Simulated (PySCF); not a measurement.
# C7H7O2Si: the cost of one run

Programs: PySCF 2.14.0, with routines of our own; each step states its level. All values are computed. Atoms count from 0.

### Step 1. The starting structure

17 atoms, charge 0, multiplicity 2; geometry from: GFN2-xTB.

### Step 2. Open-shell or spin-flip excitations: unrestricted TDA PBE0/def2-SVP

What the job is given:

```
{"job": {"kind": "uabs", "xc": "PBE0", "basis": "def2-SVP", "nstates": 10, "tda": true}, "charge": 0, "multiplicity": 2}
O      2.202431    -2.243201     0.646952
C      2.772941    -1.491221    -0.086400
O      2.355111    -0.338147    -0.573394
C      1.081219     0.170693    -0.283164
C      0.998011     1.552546    -0.125600
C     -0.243158     2.123229     0.119126
C     -1.370866     1.338830     0.208493
C     -1.299635    -0.057080     0.046675
Si    -2.789750    -1.119229     0.158423
C     -0.038663    -0.627273    -0.209096
H      3.795622    -1.664680    -0.470576
H      1.892090     2.150020    -0.197454
H     -0.318115     3.193554     0.242899
H     -2.330138     1.796195     0.404034
H     -2.683699    -2.553117    -0.001192
H     -4.077599    -0.524914     0.452460
H      0.047201    -1.694177    -0.342098
```

With the program's defaults for keys left out, this is: unrestricted TDA PBE0/def2-SVP, vertical, gas phase, core orbitals frozen in the response.

Launch:

```
$ OMP_NUM_THREADS=1 python excited_run.py task.json out
```

The driver reads the jobs from task.json and runs them one after another.

Q: Estimate the wall time and peak memory of this first job on 1 thread of Arm Neoverse V1, shared host.

About 81 s, with a peak of 0.71 GiB.
